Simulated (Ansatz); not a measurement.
**C₂H₅Si₂ radical: how energies converge with the basis set**

Aim: see how fast density functionals converge with the basis set for C₂H₅Si₂ radical.

Method: one geometry, several basis sets; program: Ansatz 0.2.0, Gaussian basis.

The runs, in order: PBE0-D4/def2-SVP; ωB97M-V/def2-SVP; PBE0-D4/def2-QZVPP; ωB97M-V/def2-QZVPP; the functionals' def2-TZVPP values are taken from earlier runs.

## 1. Structure used throughout

All runs share one geometry, relaxed beforehand with PBE0-D4 in a triple-zeta def2 set.

9 atoms, charge 0, spin multiplicity 2.

Atoms are counted from 1 here; the program's logs count them from 0.

Bond lengths: Si1–C2 1.802 Å, Si1–H5 1.483 Å, Si1–H6 1.483 Å, C2–C3 1.219 Å, C3–Si4 1.824 Å, Si4–H7 1.484 Å, Si4–H8 1.483 Å, Si4–H9 1.483 Å. Angles: C2–Si1–H5 111.6°, C2–Si1–H6 111.6°, H5–Si1–H6 112.7°, Si1–C2–C3 174.7°, C2–C3–Si4 179.2°, C3–Si4–H7 109.4°, C3–Si4–H8 109.1°, C3–Si4–H9 109.1°, H7–Si4–H8 109.7°, H7–Si4–H9 109.7°, H8–Si4–H9 109.8°.

## 2. PBE0-D4 in def2-SVP

Contents of in.yaml:

```yaml
crystal:
  periodic: [false, false, false]
  atoms:
    - {symbol: Si, position_ang: [-0.083334, 2.376443, -1.321890]}
    - {symbol: C, position_ang: [-0.023141, 0.801352, -0.449030]}
    - {symbol: C, position_ang: [0.126939, -0.244298, 0.159735]}
    - {symbol: Si, position_ang: [0.325700, -1.814471, 1.066476]}
    - {symbol: H, position_ang: [-0.415544, 2.194363, -2.755930]}
    - {symbol: H, position_ang: [-0.980937, 3.343244, -0.643963]}
    - {symbol: H, position_ang: [-0.967822, -2.540701, 1.082689]}
    - {symbol: H, position_ang: [1.354248, -2.640364, 0.388110]}
    - {symbol: H, position_ang: [0.752392, -1.521868, 2.456602]}
basis:
  gaussian: {orbitals: def2-SVP}
magnetization: {spin_polarized: true, initial_magnetization: 1}
hamiltonian: {xc: pbe0, dispersion: d4}
output: {orbitals: {seedname: orbitals}}
```

The runs that follow: ωB97M-V in def2-SVP; PBE0-D4 in def2-QZVPP; ωB97M-V in def2-QZVPP.

Before running them: what should the planned runs give, taken together? Wanted: PBE0-D4: double and triple zeta above quadruple; ωB97M-V: double and triple zeta above quadruple.

As calculated:

| quantity | value |
| --- | --- |
| PBE0-D4: double and triple zeta above quadruple | 8.54, 0.64 eV |
| ωB97M-V: double and triple zeta above quadruple | 8.63, 0.59 eV |

In words: For PBE0-D4 the step from double to triple zeta gains 7.89 eV and the next only 0.64 eV. These are total energies; as a rule much of such shifts cancels in differences, which this series doesn't test.
